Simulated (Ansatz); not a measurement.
**CH3F3OSi: one species, many methods**

The task here is to estimate one member of a computed series from the others.

Program: Ansatz 0.2.0, Gaussian basis. Level of theory: functionals in def2-TZVPP, the program's frozen cores in correlated methods. These are calculated values, not measurements.

Plan: LDA (SPW92), PBE-D4, revPBE-D4, BLYP-D4, r2SCAN-D4, B97M-V, PBE0-D4, B3LYP-D4, r2SCANh-D4, r2SCAN0-D4, HSE06-D4, BHLYP-D4, CAM-B3LYP-D4, LC-ωPBE, ωB97X-V, ωB97M-V, B2PLYP, PBE-QIDH; CCSD(T)/def2-SVP; CCSD(T)/def2-TZVPP; MP2/def2-QZVPP; extrapolation to the limit; RPA on PBE.

**The relaxed structure**

The geometry comes from an earlier relaxation with PBE0-D4 in a triple-zeta def2 set; it is a stationary point, not always the lowest conformer.

SMILES `FC(F)(F)O[SiH3]`, 9 atoms, charge 0, spin multiplicity 1.

Atoms are counted from 1 here; the program's logs count them from 0.

Bond lengths: F1–C2 1.338 Å, C2–F3 1.345 Å, C2–F4 1.326 Å, C2–O5 1.328 Å, O5–Si6 1.679 Å, Si6–H7 1.480 Å, Si6–H8 1.481 Å, Si6–H9 1.476 Å. Angles: F1–C2–F3 106.8°, F1–C2–F4 107.8°, F1–C2–O5 111.9°, F3–C2–F4 107.9°, F3–C2–O5 112.1°, F4–C2–O5 110.1°, C2–O5–Si6 126.7°, O5–Si6–H7 109.6°, O5–Si6–H8 109.5°, O5–Si6–H9 103.9°, H7–Si6–H8 110.6°, H7–Si6–H9 111.3°, H8–Si6–H9 111.7°.

The first run:

in.yaml reads:

```yaml
crystal:
  periodic: [false, false, false]
  atoms:
    - {symbol: F, position_ang: [0.409799, -0.117444, -2.049067]}
    - {symbol: C, position_ang: [0.966010, -0.344851, -0.853955]}
    - {symbol: F, position_ang: [0.679460, -1.617501, -0.527818]}
    - {symbol: F, position_ang: [2.281206, -0.246667, -0.993225]}
    - {symbol: O, position_ang: [0.537994, 0.514781, 0.063417]}
    - {symbol: Si, position_ang: [-0.909353, 0.439752, 0.910178]}
    - {symbol: H, position_ang: [-0.822484, -0.610098, 1.949285]}
    - {symbol: H, position_ang: [-2.018070, 0.154416, -0.028938]}
    - {symbol: H, position_ang: [-1.036164, 1.781412, 1.513022]}
basis:
  gaussian: {orbitals: def2-TZVPP}
hamiltonian: {xc: lda}
output: {orbitals: {seedname: orbitals}}
```

Launch:

```sh
> ansatz run in.yaml --threads 4 --pin off --events-out ev --progress --plain --max-ram 10444MiB
```

Among the steps run: LDA; PBE-D4 (GGA); revPBE-D4 (GGA); BLYP-D4 (GGA); r2SCAN-D4 (meta-GGA); B97M-V (meta-GGA); PBE0-D4 (hybrid); B3LYP-D4 (hybrid); r2SCANh-D4 (hybrid); r2SCAN0-D4 (hybrid); HSE06-D4 (hybrid); BHLYP-D4 (hybrid); CAM-B3LYP-D4 (range-separated); LC-ωPBE (range-separated); ωB97X-V (range-separated); ωB97M-V (range-separated); B2PLYP (double hybrid); PBE-QIDH (double hybrid).

One of the session's tables, all rows but one given; the rest of the session is left out.

It belongs to the step «Frontier levels by functional». 

| functional | HOMO (eV) | gap (eV) |
| --- | --- | --- |
| LDA (SPW92) | -8.30 | 6.93 |
| PBE-D4 | -8.18 | 7.10 |
| revPBE-D4 | -8.13 | 7.17 |
| BLYP-D4 | -8.12 | 7.16 |
| r2SCAN-D4 | -8.59 | 7.95 |
| B97M-V | -8.71 | 7.78 |
| PBE0-D4 | -9.74 | 9.53 |
| B3LYP-D4 | -9.53 | 9.10 |
| r2SCANh-D4 | -9.17 | 8.81 |
| r2SCAN0-D4 | -10.01 | 10.07 |
| HSE06-D4 | ? | ? |
| BHLYP-D4 | -11.22 | 11.86 |
| CAM-B3LYP-D4 | -11.21 | 11.98 |
| LC-ωPBE | -12.56 | 14.54 |
| ωB97X-V | -12.22 | 14.06 |
| ωB97M-V | -12.06 | 13.55 |

Estimate the missing values for HSE06-D4.

**Answer.** HOMO (eV): -9.33; gap (eV): 8.75. In the column «HOMO (eV)» it lies between B3LYP-D4 (-9.53) and r2SCANh-D4 (-9.17).
